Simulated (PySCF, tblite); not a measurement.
# C6H13Si radical: geometry, infrared bands and EPR parameters

What infrared bands and EPR parameters should C6H13Si radical (`C[C@@H]1C[CH][Si@H](C)C1`) show?

The runs use tblite 0.8.0 and PySCF 2.14.0, with density-fitted response routines of our own; the level of theory stands in each step. All values are computed, except where a source is named. Atoms are numbered from 0 throughout.

**1. Starting geometry**

20 atoms, charge 0, multiplicity 2; geometry from: force field or distance geometry start.

Bonds of the start (Å): C0–C1 1.48, C1–C2 1.49, C2–C3 1.51, C3–Si4 1.89, Si4–C5 1.83, Si4–C6 1.88, C6–C1 1.53, C0–H7 1.13, C0–H8 1.12, C0–H9 1.12, C1–H10 1.13, C2–H11 1.10, C2–H12 1.11, C3–H13 1.11, Si4–H14 1.45, C5–H15 1.10, C5–H16 1.13, C5–H17 1.13, C6–H18 1.09, C6–H19 1.10.

**2. Optimising the geometry with GFN2-xTB**

The job: settings as JSON, then the geometry in Å.

```
{"job": {"kind": "relax", "xc": "GFN2-xTB", "basis": "xTB"}, "charge": 0, "multiplicity": 2}
C     -2.436100    -0.847400    -0.113200
C     -1.153500    -0.172800     0.186900
C     -0.916500     1.120500    -0.509600
C      0.391000     1.708300    -0.034900
Si     1.328500     0.172100     0.557500
C      2.988100    -0.002400    -0.199700
C      0.065200    -1.052300    -0.112200
H     -3.024300    -0.874700     0.848400
H     -2.330800    -1.924300    -0.405100
H     -3.097300    -0.289200    -0.819500
H     -1.064200     0.043600     1.289300
H     -0.962300     0.987600    -1.602500
H     -1.702100     1.857900    -0.228000
H      0.261000     2.383500     0.836300
H      1.289100     0.161600     2.007800
H      2.976100     0.043300    -1.298900
H      3.666500     0.810600     0.189900
H      3.455200    -0.969600     0.137500
H      0.197100    -1.150100    -1.188100
H      0.064100    -1.995600     0.455000
```

Command:

```bash
$ OMP_NUM_THREADS=1 python probes_run.py task.json out
```

The driver reads the jobs from task.json and runs them one after another.

The log of the run:

```text
step      E/eV     max force
  0    -573.64056    2.813
  1    -573.98532    1.105
  2    -574.08597    0.690
  3    -574.17115    0.665
  4    -574.24296    0.616
  5    -574.30301    0.584
  6    -574.34713    0.440
  7    -574.39322    0.449
  8    -574.43357    0.421
  9    -574.46153    0.413
 10    -574.48245    0.317
 11    -574.50152    0.285
 12    -574.52002    0.341
 13    -574.53734    0.333
 14    -574.55211    0.243
 15    -574.56448    0.229
 16    -574.57611    0.229
 17    -574.58671    0.307
 18    -574.59422    0.357
 19    -574.60413    0.262
 20    -574.61431    0.236
 21    -574.62379    0.317
 22    -574.63485    0.253
 23    -574.64404    0.271
 24    -574.65245    0.222
 25    -574.66097    0.335
 26    -574.66997    0.323
 27    -574.67883    0.200
 28    -574.68668    0.176
 29    -574.69315    0.269
 30    -574.69908    0.333
 31    -574.70425    0.207
 32    -574.70800    0.124
 33    -574.70981    0.117
 34    -574.71172    0.133
 35    -574.71312    0.092
 36    -574.71444    0.082
 37    -574.71568    0.088
 38    -574.71682    0.084
 39    -574.71759    0.055
 40    -574.71803    0.051
 41    -574.71838    0.048
 42    -574.71880    0.055
 43    -574.71931    0.054
 44    -574.71986    0.058
 45    -574.72047    0.059
 46    -574.72124    0.066
 47    -574.72230    0.079
 48    -574.72365    0.127
 49    -574.72526    0.149
 50    -574.72705    0.134
 51    -574.72921    0.104
 52    -574.73256    0.136
 53    -574.73779    0.181
 54    -574.74499    0.268
 55    -574.74946    0.418
 56    -574.75467    0.423
 57    -574.76458    0.261
 58    -574.76841    0.186
 59    -574.77389    0.163
 60    -574.77890    0.191
 61    -574.78380    0.185
 62    -574.79136    0.196
 63    -574.79331    0.258
 64    -574.79885    0.172
 65    -574.80232    0.142
 66    -574.80555    0.109
 67    -574.80671    0.114
 68    -574.80882    0.124
 69    -574.81025    0.111
 70    -574.81186    0.093
 71    -574.81350    0.104
 72    -574.81519    0.081
 73    -574.81649    0.093
 74    -574.81756    0.086
 75    -574.81874    0.079
 76    -574.81990    0.068
 77    -574.82162    0.077
 78    -574.82329    0.083
 79    -574.82464    0.067
 80    -574.82552    0.069
 81    -574.82624    0.078
 82    -574.82711    0.083
 83    -574.82815    0.068
 84    -574.82906    0.054
 85    -574.82959    0.045
 86    -574.82983    0.043
 87    -574.83005    0.036
 88    -574.83036    0.034
 89    -574.83075    0.039
 90    -574.83102    0.033
 91    -574.83130    0.036
 92    -574.83162    0.037
 93    -574.83202    0.053
 94    -574.83237    0.049
 95    -574.83262    0.040
 96    -574.83281    0.040
 97    -574.83302    0.039
 98    -574.83329    0.035
 99    -574.83352    0.034
100    -574.83366    0.024
101    -574.83372    0.020
102    -574.83378    0.018
103    -574.83386    0.021
104    -574.83393    0.026
105    -574.83400    0.019
106    -574.83405    0.017
107    -574.83409    0.016
108    -574.83413    0.016
109    -574.83416    0.015
110    -574.83418    0.010
111    -574.83420    0.011
112    -574.83422    0.010
```

It took 0.87 s on 1 thread of Arm Neoverse V1, shared host.

Relaxation path: (not every step is listed)

| step | energy from step 0 (eV) | largest force (eV/Å) |
| --- | --- | --- |
| 0 | 0.0000 | 2.8132 |
| 1 | -0.3448 | 1.1055 |
| 2 | -0.4454 | 0.6900 |
| 3 | -0.5306 | 0.6650 |
| 4 | -0.6024 | 0.6156 |
| 5 | -0.6624 | 0.5842 |
| 6 | -0.7066 | 0.4402 |
| 7 | -0.7527 | 0.4488 |
| 8 | -0.7930 | 0.4214 |
| 17 | -0.9461 | 0.3071 |
| 26 | -1.0294 | 0.3233 |
| 35 | -1.0726 | 0.0915 |
| 44 | -1.0793 | 0.0580 |
| 53 | -1.0972 | 0.1806 |
| 62 | -1.1508 | 0.1965 |
| 71 | -1.1729 | 0.1041 |
| 80 | -1.1850 | 0.0689 |
| 89 | -1.1902 | 0.0393 |
| 98 | -1.1927 | 0.0348 |
| 107 | -1.1935 | 0.0162 |
| 108 | -1.1936 | 0.0156 |
| 109 | -1.1936 | 0.0152 |
| 110 | -1.1936 | 0.0098 |
| 111 | -1.1936 | 0.0108 |
| 112 | -1.1937 | 0.0098 |

Distances of close pairs at the start and the end, largest changes first:

| bond | before (Å) | after (Å) | change (Å) |
| --- | --- | --- | --- |
| Si4–C5 | 1.833 | 1.900 | +0.068 |
| C1–C2 | 1.488 | 1.536 | +0.048 |
| C3–Si4 | 1.895 | 1.848 | -0.047 |
| C0–C1 | 1.480 | 1.524 | +0.044 |
| C5–H16 | 1.128 | 1.085 | -0.044 |
| C5–H17 | 1.126 | 1.085 | -0.041 |
| C0–H7 | 1.128 | 1.089 | -0.039 |
| C0–H8 | 1.121 | 1.088 | -0.033 |

The end geometry stands in the next job.

**3. Infrared spectrum with GFN2-xTB**

The job: settings as JSON, then the geometry in Å.

```
{"job": {"kind": "ir", "xc": "GFN2-xTB", "basis": "xTB"}, "charge": 0, "multiplicity": 2}
C     -2.452678    -0.903325    -0.337833
C     -1.254333    -0.260287     0.350844
C     -1.040397     1.189348    -0.108892
C      0.331900     1.618491     0.242321
Si     1.413487     0.175859     0.646142
C      3.038780     0.051206    -0.330660
C      0.042001    -1.036655     0.112482
H     -3.360688    -0.333973    -0.146688
H     -2.601077    -1.917868     0.026486
H     -2.293941    -0.948255    -1.414061
H     -1.438977    -0.239141     1.430781
H     -1.169534     1.241972    -1.200098
H     -1.797727     1.857903     0.315147
H      0.574814     2.666519     0.182272
H      1.718565     0.024346     2.083449
H      2.877272     0.079528    -1.403642
H      3.692557     0.876818    -0.071229
H      3.564080    -0.868612    -0.095417
H      0.124181    -1.287714    -0.946377
H      0.026567    -1.975483     0.661938
```

The log of the run:

```text
mode    cm-1     km/mol
  1      82.1      0.10
  2     111.1      0.03
  3     130.9      0.79
  4     163.7      1.18
  5     221.5      2.34
  6     233.3      8.50
  7     305.0      0.73
  8     367.1      7.72
  9     420.3     14.28
 10     447.6     15.08
 11     530.7      3.39
 12     580.1     76.91
 13     648.8     76.37
 14     712.1     55.93
 15     755.9      6.39
 16     775.3     14.88
 17     815.3     50.73
 18     831.4     84.85
 19     849.1    125.47
 20     865.8     84.03
 21     876.6     18.15
 22     965.6      5.70
 23    1012.7     12.36
 24    1055.4     10.88
 25    1067.9      4.22
 26    1102.3      3.98
 27    1162.8     16.29
 28    1211.5      1.53
 29    1232.3      2.17
 30    1238.2      2.55
 31    1287.0      0.32
 32    1329.3      6.33
 33    1341.2     10.80
 34    1367.6      3.83
 35    1413.1      1.73
 36    1445.7      9.13
 37    1488.0      0.10
 38    1490.0      0.99
 39    1495.3      0.16
 40    1503.5      1.35
 41    1506.9      1.77
 42    2130.4    345.89
 43    2844.7     19.65
 44    2919.0     40.02
 45    2926.3     58.56
 46    2973.6     51.57
 47    3011.9     24.77
 48    3017.2     59.20
 49    3020.0     52.30
 50    3031.1     38.08
 51    3043.6     23.44
 52    3048.3     33.65
 53    3055.5     30.57
 54    3086.3     50.63
```

It took 0.77 s on 1 thread of Arm Neoverse V1, shared host.

The strongest bands and the atoms that carry them (share of the mass-weighted mode):

| cm⁻¹ | km/mol | atoms |
| --- | --- | --- |
| 580 | 76.9 | H14 87 % |
| 649 | 76.4 | H14 78 % |
| 831 | 84.8 | H16 16 %, C2 15 %, H17 12 %, H12 11 % |
| 849 | 125.5 | Si4 20 %, H15 17 %, H16 15 %, C5 12 % |
| 866 | 84.0 | H13 14 %, C2 13 %, Si4 13 %, C6 12 % |
| 2130 | 345.9 | H14 97 % |
| 2926 | 58.6 | H10 70 %, H12 21 % |
| 3017 | 59.2 | H9 52 %, H7 37 % |

**4. EPR parameters: B3LYP/pcH-1**

Same as in step 3 but for these lines:

```diff
@@ -1,2 +1,2 @@
-{"job": {"kind": "ir", "xc": "GFN2-xTB", "basis": "xTB"}, "charge": 0, "multiplicity": 2}
+{"job": {"kind": "epr", "basis": "pcH-1"}, "charge": 0, "multiplicity": 2}
 C     -2.452678    -0.903325    -0.337833
```

Method: UKS B3LYP, pcH-1 on C H Si, non-relativistic, mean-field spin-orbit, GIAO.

The log of the run:

```text
UKS, coarse grid
  cycle   1  E = -525.86796391  |g| = 4.29e-01
  cycle   2  E = -525.81842258  |g| = 5.26e-01
  cycle   3  E = -525.96200552  |g| = 4.53e-02
  cycle   4  E = -525.96271345  |g| = 2.85e-02
  cycle   5  E = -525.96311122  |g| = 5.54e-03
  cycle   6  E = -525.96312623  |g| = 1.77e-03
  cycle   7  E = -525.96312871  |g| = 7.19e-04
UKS, final grid
  cycle   1  E = -525.96306791  |g| = 7.66e-04
  cycle   2  E = -525.96306773  |g| = 9.81e-04
  cycle   3  E = -525.96306822  |g| = 7.47e-05
  cycle   4  E = -525.96306822  |g| = 3.97e-05
  cycle   5  E = -525.96306822  |g| = 1.68e-05
E = -525.96306822 Eh   <S^2> = 0.7536 (exact 0.7500)
g shifts (ppm)      1          2          3
  rmc          -126       -126       -126
  gc              1         27         19
  oz_so          29        420        805
  total         -96        320        697
hyperfine (MHz)  atom isotope    a_iso     a_fc   dipolar eigenvalues
    0   13C      -0.53      -0.53     -0.55     -0.15      0.70
    1   13C       6.02       6.02     -1.26     -1.06      2.32
    2   13C     -29.93     -29.94     -2.94      1.24      1.70
    3   13C      77.52      77.63    -74.27    -73.27    147.54
    4  29Si      44.20      44.27     -2.66     -0.61      3.28
    5   13C      20.81      20.81     -2.10     -1.93      4.03
    6   13C      -1.00      -1.00     -0.98     -0.36      1.34
    7    1H      -0.11      -0.11     -1.05     -1.01      2.05
    8    1H      -0.63      -0.63     -0.84     -0.73      1.58
    9    1H       1.12       1.12     -1.37     -0.97      2.34
   10    1H      -2.16      -2.16     -3.21     -2.46      5.67
   11    1H     149.70     149.70     -5.87     -3.04      8.91
   12    1H      76.12      76.11     -4.87     -3.59      8.45
   13    1H     -55.89     -55.90    -35.57     -0.51     36.08
   14    1H      63.90      63.90     -3.35     -1.59      4.94
   15    1H      -1.39      -1.38     -2.71     -1.32      4.03
   16    1H      -1.57      -1.57     -2.16     -1.37      3.53
   17    1H       4.51       4.51     -1.67     -1.01      2.68
   18    1H       1.06       1.06     -2.34     -1.81      4.16
   19    1H       2.68       2.67     -1.53     -1.27      2.80
```

Run time: 1.9 min. Hardware: 1 thread of Arm Neoverse V1, shared host; peak memory 0.98 GiB.

Principal g values 2.00222, 2.00264, 2.00302; g(iso) = 2.00263, against 2.00232 for a free electron.

Mean a(iso) over the nuclei that a row names, and the largest dipolar term of the row (other rows stand at the frozen geometry):

| nuclei | isotope | a(iso) (MHz) | a(iso) (G, at g = 2.0023) | largest dipolar term (MHz) |
| --- | --- | --- | --- | --- |
| H11 | 1H | 149.7 | 53.4 | 8.9 |
| C3 | 13C | 77.5 | 27.7 | 147.5 |
| H12 | 1H | 76.1 | 27.2 | 8.5 |
| H14 | 1H | 63.9 | 22.8 | 4.9 |
| H13 | 1H | -55.9 | -19.9 | 36.1 |
| Si4 | 29Si | 44.2 | 15.8 | 3.3 |
| C2 | 13C | -29.9 | -10.7 | -2.9 |
| C5 | 13C | 20.8 | 7.4 | 4.0 |
| C1 | 13C | 6.0 | 2.1 | 2.3 |
| H19 | 1H | 2.7 | 1.0 | 2.8 |
| H10 | 1H | -2.2 | -0.8 | 5.7 |
| H18 | 1H | 1.1 | 0.4 | 4.2 |
| C6 | 13C | -1.0 | -0.4 | 1.3 |
| C0 | 13C | -0.5 | -0.2 | 0.7 |

Mulliken spin populations:

C0 0.00; C1 0.01; C2 -0.09; C3 0.99; Si4 -0.02; C5 0.02; C6 0.00; H7 0.00; H8 0.00; H9 0.00; H10 0.00; H11 0.06; H12 0.03; H13 -0.04; H14 0.04; H15 0.00; H16 0.00; H17 0.00; H18 0.00; H19 0.00

In first order the couplings over 0.8 MHz of 1H give 128 distinct lines over 125.4 G, if the averaged nuclei exchange fast; the same motion can average rows kept apart here too.

The fields below are evaluated on a grid from the run's orbitals.

ELF in a plane through or near 10 of the atoms.

Ten even steps from ' ' (0.00) to '@' (1.00):
```
                                                        
                                                        
                                                        
                    ##@@@@==      ..                    
                  --@@@@@@%%    **@@%%--                
                  ..@@@@@@%%::==@@@@@@##                
                    ++%%++==##**@@@@@@==                
      ..##%%++    ..**##::::%%--::##--    ..::          
      ##@@@@@@++----++%%%%++++**%%**  ..%%@@@@**        
      **@@@@@@##%%##....--....**++++****@@@@@@%%..      
      ::**####--%%%%....**##**##::**%%==@@@@@@**..      
        ..++%%####%%--**@@++..%%****++::**++::          
        **@@@@@@**::..==++==::++::  ##@@@@%%::          
        **@@@@@@++      ::++##++..  %%@@@@@@--          
        ..##@@##..      ..==**++..  ==@@@@@@::          
                          ..::..      ::--..            
                                                        
                                                        
                                                        
                                                        
```
The map spans 12.7 Å across and 10.3 Å up, centred on the molecule. Atoms in the plane (x, y in Å): C0 (2.6, -0.6), C2 (0.9, 1.3), C3 (-0.5, 1.6), C6 (0.1, -1.0), H7 (3.4, 0.1), H8 (2.8, -1.6), H12 (1.5, 2.1), H13 (-0.9, 2.6), H16 (-3.8, 0.4), H17 (-3.4, -1.3).

log10 of the density (e/Å³) in the same plane.

Values, 10 rows by 14 columns:
```
-4.0 -4.0 -4.0 -4.0 -4.0 -4.0 -4.0 -4.0 -4.0 -4.0 -4.0 -4.0 -4.0 -4.0
-4.0 -4.0 -4.0 -4.0 -3.9 -2.9 -2.6 -3.1 -3.3 -3.6 -4.0 -4.0 -4.0 -4.0
-4.0 -4.0 -4.0 -4.0 -2.7 -1.1 -0.4 -1.5 -1.3 -1.6 -2.8 -4.0 -4.0 -4.0
-4.0 -3.8 -2.9 -2.5 -2.1 -0.6  0.3 -0.1  0.2 -0.7 -2.2 -3.2 -4.0 -4.0
-4.0 -2.7 -1.2 -0.5 -0.8 -0.4  0.0 -0.2  0.2 -0.9 -0.9 -1.4 -2.8 -4.0
-4.0 -2.5 -1.1  0.0  0.1  0.0 -0.3 -0.1  0.4  0.2  0.2 -0.9 -2.4 -4.0
-4.0 -2.9 -1.5  0.1 -0.6 -1.1 -0.4  0.2 -0.7 -0.3  0.1 -1.6 -2.9 -4.0
-4.0 -3.7 -2.4 -1.6 -2.0 -2.3 -1.5 -0.9 -1.6 -1.5 -1.2 -2.3 -3.6 -4.0
-4.0 -4.0 -4.0 -3.8 -3.9 -3.8 -3.1 -2.7 -3.0 -3.4 -3.3 -3.9 -4.0 -4.0
-4.0 -4.0 -4.0 -4.0 -4.0 -4.0 -4.0 -4.0 -4.0 -4.0 -4.0 -4.0 -4.0 -4.0
```
The map spans 12.7 Å across and 10.3 Å up, centred on the molecule. Atoms in the plane (x, y in Å): C0 (2.6, -0.6), C2 (0.9, 1.3), C3 (-0.5, 1.6), C6 (0.1, -1.0), H7 (3.4, 0.1), H8 (2.8, -1.6), H12 (1.5, 2.1), H13 (-0.9, 2.6), H16 (-3.8, 0.4), H17 (-3.4, -1.3).

On the surface of density 0.002 e/bohr³ the electrostatic potential runs, from the 1st to the 99th percentile, from -0.34 V near C3 to 0.69 V near H16.

The spin density lies nearest to C3 67 %; H13 9 %; H11 6 %.

**5. Summary of results**

```
                                                                  quantity                  value
                                 strongest single infrared mode (GFN2-xTB)  2130 cm⁻¹, 346 km/mol
                                              zero-point energy (GFN2-xTB)         106.6 kcal/mol
                                                            g(iso) (B3LYP)                2.00263
                                                                      ⟨S²⟩     0.754 (exact 0.75)
                                        largest a(iso) (averaged by class)   1H on H11, 149.7 MHz
potential on the surface of density 0.002 e/bohr³, 1st and 99th percentile     -0.34 V and 0.69 V
```

**Reading.** Relaxing lowered the energy by 1.194 eV in 112 steps; the close pair that moved most is Si4–C5, from 1.833 to 1.900 Å. All 54 modes are real, so the xTB geometry is a minimum. The strongest single mode, at 2130 cm⁻¹, moves mainly H14. GFN2-xTB is a fitted tight-binding method: band positions and strengths are rough. Its intensities can rank the bands wrongly. C3 carries the largest spin population, 0.99 e. The isotropic g lies 0.3 ppt above the free-electron value. The conformer search found further structures of the same energy, which may be mirror or relabelled copies of this one.
